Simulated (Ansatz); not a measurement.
# Ta3AsAu2O13 (P1) in Ansatz: notebook

The runs below take Ta3AsAu2O13 through projected density of states, with PBE+U.

Everything below comes from runs of Ansatz 0.2.0. Logs are shortened: lines on timing, memory, paths and dates and some standing lists are left out, and cuts for length are marked.

### 1 The crystal as given

The typed cell holds 19 atoms: a = 5.724 Å, b = 6.389 Å, c = 8.473 Å, α = 80.92°, β = 88.19°, γ = 78.31°.

The cell was built by a generator and needn't be a form met in nature.

### 2 Projected density of states, PBE+U

Contents of input.yaml:

```yaml
crystal:
  lattice:
    - [5.72386, 0.0, 0.0]
    - [1.29464, 6.25668, 0.0]
    - [0.26816, 1.30982, 8.36637]
  atoms:
    - { symbol: Ta, position: [0.21713, 0.30521, 0.58431] }
    - { symbol: Ta, position: [0.03325, 0.11123, 0.99855] }
    - { symbol: Ta, position: [0.58248, 0.62145, 0.50482] }
    - { symbol: As, position: [0.58707, 0.89691, 0.83049] }
    - { symbol: Au, position: [0.58004, 0.09228, 0.18613] }
    - { symbol: Au, position: [0.04485, 0.82077, 0.44682] }
    - { symbol: O, position: [0.66201, 0.69726, 0.71088] }
    - { symbol: O, position: [0.51632, 0.13418, 0.69625] }
    - { symbol: O, position: [0.85098, 0.88773, 0.91932] }
    - { symbol: O, position: [0.34466, 0.87003, 0.94651] }
    - { symbol: O, position: [0.73015, 0.2924, 0.03095] }
    - { symbol: O, position: [0.24622, 0.21809, 0.11075] }
    - { symbol: O, position: [0.129, 0.09398, 0.49104] }
    - { symbol: O, position: [0.48032, 0.38887, 0.43499] }
    - { symbol: O, position: [0.05966, 0.26685, 0.78594] }
    - { symbol: O, position: [0.9333, 0.5324, 0.45645] }
    - { symbol: O, position: [0.49975, 0.85161, 0.34971] }
    - { symbol: O, position: [0.25256, 0.62988, 0.62473] }
    - { symbol: O, position: [0.91878, 0.95175, 0.22636] }
hamiltonian:
  xc: pbe
  pseudopotentials: { kind: paw }
  hubbard:
    sites:
      - { species: Au, l: d, u_eff: 2.0 }
      - { species: Ta, l: d, u_eff: 2.0 }
kpoints:
  mp_grid: { grid: [5, 5, 4] }
scf:
  occupations: { method: fermi_dirac, width: 0.05 }
  n_extra_bands: 47
output:
  forces: true
  stress: true
  eigenvalues: true
  dos: { projected: true, de: 0.05, nscf_kmesh: { grid: [8, 8, 6] } }
  write_density: true
  write_potential: true
  elf: true
  volumetric_format: npy
```

Potentials or basis: Ansatz PAW.

Command:

```
ansatz run input.yaml --threads 8 --pin off --max-ram 20480MiB --backend cpu --events-out ev --progress --plain --runs-dir out
```

Output:

```text
Warning: RAYON_NUM_THREADS=8 ignored (pool sized by the plan → 8); use --threads N
Ta: projections on atomic orbitals take those of the free atom [Kr 4d10 4f14] 5s2 5p6 5d3 6s2, of charge +0.00 (hamiltonian.pseudopotentials.projection_atoms); the dataset's partial waves leave at most 6.0e-5 of an orbital's norm unspanned inside its sphere
As: projections on atomic orbitals take those of the free atom [Ar] 3d10 4s2 4p3, of charge +0.00 (hamiltonian.pseudopotentials.projection_atoms); the dataset's partial waves leave at most 1.7e-6 of an orbital's norm unspanned inside its sphere
Au: projections on atomic orbitals take those of the free atom [Kr 4d10 4f14] 5s2 5p6 5d10 6s1, of charge +0.00 (hamiltonian.pseudopotentials.projection_atoms); the dataset's partial waves leave at most 9.9e-5 of an orbital's norm unspanned inside its sphere
O: projections on atomic orbitals take those of the free atom [He] 2s2 2p4, of charge +0.00 (hamiltonian.pseudopotentials.projection_atoms); the dataset's partial waves leave at most 1.9e-8 of an orbital's norm unspanned inside its sphere
scf.n_extra_bands = 47 over 85 filled bands (N_el = 170.0): the run solves 132 bands
Engine: ansatz 0.2.0, aarch64-unknown-linux-gnu
Pseudopotentials: kind: paw
Pseudopotential: Ta, paw, valence charge 13, recommended cutoff 420 eV (normal), Ta.paw.azcp
Pseudopotential: As, paw, valence charge 15, recommended cutoff 420 eV (normal), As.paw.azcp
Pseudopotential: Au, paw, valence charge 19, recommended cutoff 420 eV (normal), Au.paw.azcp
Pseudopotential: O, paw, valence charge 6, recommended cutoff 420 eV (normal), O.paw.azcp
Functional definition: PBE
  parameter kappa = 0.804
  parameter beta = 0.06672455060314922
  exchange = pbe_x(kappa = kappa, mu = beta*pi^2/3)
  correlation = pbe_c(beta = beta)
Crystal: 19 atoms, lattice volume = 299.619 Å³
Basis set: ecut = 420 eV, 5853 PW (Γ), exchange–correlation on 80×90×120 points (8 copies of the dense FFT grid, shifted against one another)
Bands: 132, of which v1, the nominal top of the filled ones, is band 85 counted from 1 (84 counted from 0)
Symmetry: 1 space group operations
Space group: P1 (ITA 1), of the structure as read, at distance tolerance 6.7e-5 Å
k-points: 51 of 100 (time reversal used)
Non-local potential: Ta, projectors of the file, l = 0: 3, l = 1: 2, l = 2: 2, l = 3: 1
Non-local potential: As, projectors of the file, l = 0: 2, l = 1: 2, l = 2: 3, l = 3: 1
Non-local potential: Au, projectors of the file, l = 0: 3, l = 1: 2, l = 2: 2, l = 3: 1
Non-local potential: O, projectors of the file, l = 0: 2, l = 1: 2, l = 2: 1
PAW form: soft (Blöchl's): semilocal exchange-correlation on the pseudo side does not see the compensation charge
[... 28 lines left out ...]
E sigma→0 (E₀):  -68320.314356 eV
Entropy (-TS):   -0.000001 eV (-0.000 meV/atom)
Fermi energy:    6.300916 eV
--- Per-component energies (eV) ---
  E_band       = -2308.440040
  E_kinetic    = 4655.849174
  E_local      = -19512.777517  (includes V_loc(G=0)·N_el)
  E_nonlocal   = 152.078614
  E_hartree    = 8076.932825
  E_xc         = -2135.121661
  E_vxc        = -2446.046543  (∫ρ·V_xc dr)
  E_hubbard    = 7.324706  (on-site DFT+U / exact-exchange correction)
  E_vhub       = -11.949350  (the Hubbard potential's part of the band-sum identity)
  E_paw        = -48496.856440  (= ΣΔE_a)
  E_vpaw       = -1299.496468  (= ΣTr[D̂ρ^β])
  E_aug_tail   = 0.035772  (compensation charges beyond the density's cutoff)
  E_ewald      = -11067.779829
  E_smearing   = -0.000001  (= −TS)
  E_closure    = -0.000000  (closes the sum)
  Σ components = -68320.314356   (vs F -68320.314356, Δ=0.00e0)
--- Forces (eV/Å), atoms counted from 1 ---
  atom   1  Ta    -0.05865602    -0.01979909    -0.00641601
  atom   2  Ta     0.09481079    -0.00245001     0.02945433
  atom   3  Ta     0.00602724    -0.00636979    -0.03207143
  atom   4  As    -0.01005286    -0.00065995    -0.00279980
  atom   5  Au    -0.03445046     0.04074241     0.02536981
  atom   6  Au     0.01394163     0.03557246    -0.00061265
[... 11 lines left out ...]
  atom  18  O      0.04843222    -0.04160130     0.03712018
  atom  19  O      0.07469240    -0.02792873    -0.08980888
  max |Σ_I F_I| component: 1.61e-4 eV/Å
--- Stress (GPa, compression-positive) ---
        0.948392       0.091120       0.023523
        0.091120       0.616244      -0.150768
        0.023524      -0.150768       0.501476
  P = ⅓ Tr σ = 0.6887 GPa (6.887 kbar)
--- Band table (eV; the first three rows and the last of 51) ---
  k-point 0: bands = ["-99.8169", "-99.3505", "-62.6609", "-62.6320", "-62.3197", "-51.5129", "-51.4734", "-51.0890", "-51.0361", "-50.7114", "-50.1690", "-30.7348", "-30.7083", "-30.6762", "-30.6243", "-30.6029", "-29.4629", "-29.3498", "-29.2329", "-29.1770", "-29.1638", "-29.1062", "-28.9349", "-28.8385", "-28.7924", "-14.0213", "-12.7464", "-12.2454", "-12.1300", "-11.8861", "-11.7781", "-11.6985", "-11.6062", "-11.3900", "-11.2804", "-10.9276", "-10.8966", "-10.7105", "-3.4607", "-1.2314", "-1.0051", "-0.7719", "-0.6722", "-0.4872", "-0.2705", "-0.0234", "0.1478", "0.2150", "0.4466", "0.7193", "0.7742", "0.9097", "1.0815", "1.2852", "1.5027", "1.6145", "1.8666", "1.9777", "2.0858", "2.2513", "2.3469", "2.5879", "2.6304", "2.7954", "2.9891", "3.2322", "3.2513", "3.3927", "3.4940", "3.6349", "3.6504", "3.8739", "4.0485", "4.1280", "4.2723", "4.3606", "4.4421", "4.5351", "4.5856", "4.6950", "4.7739", "4.9016", "5.0272", "5.3745", "5.5366", "7.1574", "8.0967", "8.7604", "9.4064", "9.5842", "9.9323", "9.9664", "10.0485", "10.4642", "10.5246", "10.8904", "11.1736", "11.6351", "11.7691", "12.2649", "12.5077", "13.0823", "13.4156", "13.4882", "13.9367", "14.1135", "14.4080", "14.5305", "14.7885", "15.2120", "15.5608", "15.7115", "15.8736", "16.0282", "16.5467", "16.7941", "17.1914", "17.3987", "17.7300", "18.1422", "18.2388", "18.5332", "18.6611", "19.2045", "19.2925", "19.4716", "19.6161", "19.8814", "20.1825", "20.7673", "20.9740", "21.0652"]
  k-point 1: bands = ["-99.8169", "-99.3505", "-62.6610", "-62.6320", "-62.3197", "-51.5129", "-51.4734", "-51.0890", "-51.0361", "-50.7114", "-50.1690", "-30.7348", "-30.7083", "-30.6762", "-30.6243", "-30.6029", "-29.4629", "-29.3499", "-29.2329", "-29.1770", "-29.1638", "-29.1062", "-28.9349", "-28.8385", "-28.7924", "-14.0189", "-12.7585", "-12.2513", "-12.1004", "-11.8840", "-11.7889", "-11.7028", "-11.6304", "-11.3632", "-11.2762", "-10.9286", "-10.9034", "-10.7105", "-3.4575", "-1.2332", "-1.0054", "-0.8018", "-0.6625", "-0.4744", "-0.3048", "-0.0277", "0.1864", "0.2224", "0.4135", "0.7276", "0.8016", "0.9536", "1.1013", "1.2813", "1.4694", "1.6275", "1.8093", "1.9554", "2.0833", "2.2361", "2.4144", "2.5146", "2.6698", "2.8180", "2.9795", "3.1185", "3.3671", "3.4498", "3.5318", "3.6075", "3.6651", "3.8815", "4.0317", "4.1137", "4.2429", "4.3516", "4.4160", "4.5158", "4.5448", "4.7532", "4.8090", "4.8857", "5.0329", "5.3411", "5.5371", "7.1491", "8.1144", "8.8040", "9.3722", "9.5437", "9.9309", "10.0081", "10.0456", "10.4602", "10.5958", "10.9188", "11.1781", "11.5768", "11.7364", "12.2750", "12.5389", "12.9865", "13.4015", "13.4742", "13.7820", "14.2023", "14.2440", "14.6913", "14.8944", "15.1462", "15.5384", "15.7216", "15.8655", "16.2766", "16.6197", "16.7977", "17.2896", "17.3748", "17.8346", "18.0039", "18.2256", "18.5646", "18.6386", "18.9977", "19.1954", "19.4430", "19.6619", "19.8887", "20.2925", "20.7379", "20.8685", "21.0423"]
  k-point 2: bands = ["-99.8169", "-99.3505", "-62.6610", "-62.6320", "-62.3197", "-51.5129", "-51.4734", "-51.0890", "-51.0361", "-50.7114", "-50.1690", "-30.7348", "-30.7083", "-30.6762", "-30.6243", "-30.6029", "-29.4629", "-29.3499", "-29.2329", "-29.1770", "-29.1638", "-29.1062", "-28.9349", "-28.8385", "-28.7924", "-14.0165", "-12.7703", "-12.2553", "-12.0704", "-11.8828", "-11.8010", "-11.7157", "-11.6412", "-11.3438", "-11.2697", "-10.9291", "-10.9109", "-10.7105", "-3.4543", "-1.2351", "-1.0056", "-0.8266", "-0.6596", "-0.4565", "-0.3362", "-0.0254", "0.1861", "0.2602", "0.3761", "0.7370", "0.8330", "0.9817", "1.1349", "1.2814", "1.4701", "1.5894", "1.8012", "1.8801", "2.0623", "2.2774", "2.4458", "2.4933", "2.7193", "2.8292", "2.9133", "3.0918", "3.3624", "3.4804", "3.5819", "3.6291", "3.7395", "3.8821", "3.9964", "4.1036", "4.2581", "4.2932", "4.3178", "4.5259", "4.5577", "4.7890", "4.8236", "4.8938", "5.0363", "5.2978", "5.5409", "7.1409", "8.1313", "8.8526", "9.3503", "9.4847", "9.9183", "10.0119", "10.1073", "10.4270", "10.7303", "10.9469", "11.1224", "11.5491", "11.6830", "12.3017", "12.5597", "12.9021", "13.2676", "13.5173", "13.7444", "14.1007", "14.4336", "14.6630", "14.8166", "15.2868", "15.4716", "15.7669", "15.8476", "16.4355", "16.7131", "16.8862", "17.3729", "17.3921", "17.6956", "18.0815", "18.1840", "18.5439", "18.5925", "18.8162", "19.1151", "19.6408", "19.7614", "19.9310", "20.1532", "20.3384", "20.9592", "21.0940"]
  k-point 50: bands = ["-99.8170", "-99.3504", "-62.6605", "-62.6318", "-62.3197", "-51.5130", "-51.4734", "-51.0891", "-51.0361", "-50.7114", "-50.1690", "-30.7348", "-30.7083", "-30.6762", "-30.6243", "-30.6029", "-29.4657", "-29.3442", "-29.2318", "-29.1999", "-29.1447", "-29.1077", "-28.9349", "-28.8383", "-28.7928", "-13.9637", "-12.5674", "-12.2068", "-12.1371", "-11.9997", "-11.8585", "-11.7650", "-11.6609", "-11.3861", "-11.2915", "-10.9237", "-10.8781", "-10.7543", "-3.3253", "-1.3053", "-0.9909", "-0.7504", "-0.6005", "-0.4127", "-0.2751", "-0.0076", "0.1672", "0.2743", "0.5178", "0.5912", "0.8442", "0.8988", "1.0542", "1.2696", "1.5963", "1.7049", "1.8332", "2.0194", "2.0906", "2.1910", "2.3196", "2.4531", "2.6096", "2.8425", "2.9933", "3.0928", "3.2077", "3.2486", "3.4849", "3.5397", "3.7493", "3.9009", "4.0222", "4.0918", "4.2301", "4.3334", "4.3721", "4.4511", "4.5391", "4.6695", "4.8409", "4.9829", "5.0160", "5.3195", "5.5462", "7.1405", "7.9115", "9.2131", "9.4674", "9.7079", "9.8821", "10.0932", "10.1574", "10.4610", "10.8461", "10.9275", "11.3372", "11.4138", "11.7994", "12.2921", "12.5887", "12.8686", "13.2328", "13.4368", "13.7591", "14.0079", "14.2509", "14.5444", "14.9248", "15.0479", "15.4093", "15.5772", "15.7169", "15.9315", "16.4987", "16.8455", "17.1448", "17.5988", "18.0782", "18.1981", "18.4196", "18.6918", "18.8613", "19.2795", "19.3663", "19.6005", "19.8241", "20.1110", "20.3991", "20.8168", "20.9375", "21.0965"]
Occupation matrices written to <dir>
```

Run time: 3.6 min. Hardware: 8 threads of Arm Neoverse V2, shared host; peak memory 7.7 GiB.

Results:

| Quantity | Value |
| --- | --- |
| Free energy | -68320.3144 eV |
| Pressure | 0.7 GPa |
| Largest force | 0.129 eV/Å |
| Band gap on the k mesh | 1.41 eV, indirect (least direct gap 1.44 eV) |

Forces on the atoms (eV/Å):
```
Ta  -0.059 -0.020 -0.006
Ta   0.095 -0.002  0.029
Ta   0.006 -0.006 -0.032
As  -0.010 -0.001 -0.003
Au  -0.034  0.041  0.025
Au   0.014  0.036 -0.001
O    0.037  0.042  0.059
O    0.073 -0.036  0.040
O   -0.049 -0.024 -0.011
O    0.060 -0.046 -0.023
O   -0.031  0.079 -0.063
O   -0.069  0.069  0.000
O   -0.005  0.040 -0.027
O   -0.027 -0.015  0.017
O   -0.029  0.026 -0.019
O   -0.023 -0.048 -0.017
O   -0.073 -0.066  0.084
O    0.048 -0.042  0.037
O    0.075 -0.028 -0.090
```

States per cell in windows of 1 eV (zero at the valence-band top; states under -8 eV left out):
| from (eV) | total | O 2p | Ta 5d | Au 5d | O 2s | As 4p | Au 6s |
| --- | --- | --- | --- | --- | --- | --- | --- |
| -8.0 | 0.00 | 0.00 | 0.00 | 0.00 | 0.00 | 0.00 | 0.00 |
| -7.0 | 8.72 | 4.14 | 0.59 | 3.36 | 0.13 | 0.09 | 0.20 |
| -6.0 | 11.28 | 5.76 | 0.93 | 3.32 | 0.26 | 0.70 | 0.06 |
| -5.0 | 11.86 | 5.78 | 1.28 | 4.14 | 0.20 | 0.13 | 0.07 |
| -4.0 | 14.06 | 9.19 | 1.70 | 2.22 | 0.26 | 0.09 | 0.24 |
| -3.0 | 13.94 | 10.43 | 1.21 | 1.53 | 0.20 | 0.07 | 0.21 |
| -2.0 | 18.52 | 15.34 | 0.85 | 1.59 | 0.18 | 0.08 | 0.15 |
| -1.0 | 13.34 | 11.33 | 0.31 | 1.37 | 0.08 | 0.02 | 0.04 |
| 0.0 | 0.27 | 0.22 | 0.00 | 0.04 | 0.00 | 0.00 | 0.00 |
| 1.0 | 2.00 | 0.93 | 0.17 | 0.74 | 0.11 | 0.00 | 0.00 |
| 2.0 | 2.00 | 0.87 | 0.23 | 0.70 | 0.12 | 0.00 | 0.01 |
| 3.0 | 4.03 | 0.79 | 2.36 | 0.05 | 0.16 | 0.03 | 0.09 |
| 4.0 | 10.09 | 2.24 | 6.36 | 0.09 | 0.23 | 0.13 | 0.26 |
| 5.0 | 7.51 | 1.89 | 3.65 | 0.09 | 0.35 | 0.12 | 0.43 |
| 6.0 | 4.90 | 1.01 | 1.69 | 0.06 | 0.39 | 0.39 | 0.46 |
| 7.0 | 6.90 | 1.23 | 1.67 | 0.04 | 0.52 | 1.02 | 0.50 |

Eigenvalues of the final occupation matrices:
```csv
site,spin,trace,eigenvalues
site 1,1,1.42,0.22 0.26 0.29 0.31 0.33
site 2,1,1.40,0.20 0.27 0.28 0.32 0.33
site 3,1,1.44,0.24 0.26 0.30 0.31 0.33
site 4,1,4.51,0.59 0.95 0.98 0.99 0.99
site 5,1,4.53,0.60 0.95 0.99 0.99 0.99
```

Caveat: odd divisions of the mesh miss points on the zone boundary, where band edges often lie, so the gap on the mesh can be too wide; the pressure holds a Pulay correction of +0.5 GPa for the finite cutoff; spin-orbit coupling is left out, which moves the levels of the heavy elements; the density of states is complete only up to the lowest level of the last band computed.

### 3 Projected density of states, PBE+U

Edit input.yaml of step 2 so:

```diff
@@ -30,4 +30,4 @@
     sites:
-      - { species: Au, l: d, u_eff: 2.0 }
-      - { species: Ta, l: d, u_eff: 2.0 }
+      - { species: Au, l: d, u_eff: 4.0 }
+      - { species: Ta, l: d, u_eff: 4.0 }
 kpoints:
@@ -42,5 +42 @@
   dos: { projected: true, de: 0.05, nscf_kmesh: { grid: [8, 8, 6] } }
-  write_density: true
-  write_potential: true
-  elf: true
-  volumetric_format: npy
```

Potentials or basis: Ansatz PAW.

Command:

```
ansatz run input.yaml --threads 8 --pin off --max-ram 20480MiB --backend cpu --events-out ev --progress --plain --runs-dir out
```

It took 3.6 min on 8 threads of Arm Neoverse V2, shared host; peak memory 7.2 GiB.

Results (log left out):

| Item | Value |
| --- | --- |
| Free energy | -68313.0790 eV |
| Pressure | 1.4 GPa |
| Largest force | 0.228 eV/Å |
| Band gap on the k mesh | 1.46 eV, direct |

Forces on the atoms (eV/Å):
```
Ta  -0.120 -0.029 -0.019
Ta   0.194 -0.029  0.053
Ta   0.010 -0.019 -0.052
As  -0.017 -0.002 -0.020
Au  -0.075  0.078  0.053
Au   0.029  0.081 -0.002
O    0.081  0.088  0.136
O    0.158 -0.082  0.092
O   -0.104 -0.052 -0.025
O    0.118 -0.094 -0.044
O   -0.082  0.170 -0.116
O   -0.111  0.148  0.015
O   -0.024  0.061 -0.064
O   -0.051 -0.036  0.028
O   -0.061  0.059 -0.042
O   -0.031 -0.104 -0.036
O   -0.149 -0.099  0.134
O    0.094 -0.081  0.080
O    0.139 -0.057 -0.171
```

Stress tensor (GPa, compression positive):
```
 1.98  0.18  0.06
 0.18  1.28 -0.31
 0.06 -0.31  1.06
```

Levels at points of the mesh, in eV from the valence-band top:
| k point | band 81 | band 82 | band 83 | band 84 | band 85 | band 86 | band 87 | band 88 | band 89 | band 90 |
| --- | --- | --- | --- | --- | --- | --- | --- | --- | --- | --- |
| (0.00, 0.00, 0.00) | -0.78 | -0.62 | -0.56 | -0.18 | -0.01 | 1.63 | 2.62 | 3.31 | 4.14 | 4.27 |
| (0.00, 0.00, -0.50) | -0.75 | -0.64 | -0.54 | -0.26 | -0.01 | 1.61 | 2.64 | 3.42 | 4.07 | 4.19 |

States per cell in windows of 1 eV (zero at the valence-band top; states under -8 eV left out):
```csv
from (eV),total,O 2p,Ta 5d,Au 5d,O 2s,As 4p,Au 6s
-8.0,0.73,0.30,0.03,0.37,0.01,0.00,0.02
-7.0,10.15,3.98,0.54,5.06,0.15,0.07,0.14
-6.0,13.12,5.25,0.77,5.91,0.25,0.65,0.04
-5.0,8.96,5.08,1.19,1.89,0.19,0.19,0.17
-4.0,12.82,8.90,1.62,1.34,0.25,0.09,0.27
-3.0,14.06,10.87,1.31,1.10,0.21,0.07,0.20
-2.0,18.22,15.62,0.87,1.02,0.18,0.09,0.10
-1.0,13.86,12.31,0.31,0.92,0.08,0.02,0.03
0.0,0.09,0.08,0.00,0.01,0.00,0.00,0.00
1.0,2.00,0.95,0.16,0.73,0.11,0.00,0.00
2.0,2.00,0.89,0.20,0.71,0.12,0.00,0.01
3.0,1.99,0.44,0.88,0.02,0.14,0.02,0.05
4.0,10.05,1.95,6.55,0.08,0.23,0.12,0.32
5.0,7.97,1.87,4.23,0.08,0.32,0.12,0.38
6.0,6.08,1.34,2.42,0.06,0.41,0.39,0.45
7.0,6.68,1.18,1.62,0.04,0.51,0.97,0.52
```

Eigenvalues of the final occupation matrices:
```csv
site,spin,trace,eigenvalues
site 1,1,1.37,0.21 0.25 0.28 0.31 0.33
site 2,1,1.36,0.19 0.26 0.27 0.32 0.33
site 3,1,1.40,0.22 0.25 0.29 0.31 0.32
site 4,1,4.52,0.59 0.96 0.99 0.99 0.99
site 5,1,4.54,0.61 0.96 0.99 0.99 0.99
```

Caveat: odd divisions of the mesh miss points on the zone boundary, where band edges often lie, so the gap on the mesh can be too wide; the pressure holds a Pulay correction of +0.5 GPa for the finite cutoff; spin-orbit coupling is left out, which moves the levels of the heavy elements; the density of states is complete only up to the lowest level of the last band computed. A k mesh can miss the band edges.

(Part 1 of 2 ends here.)
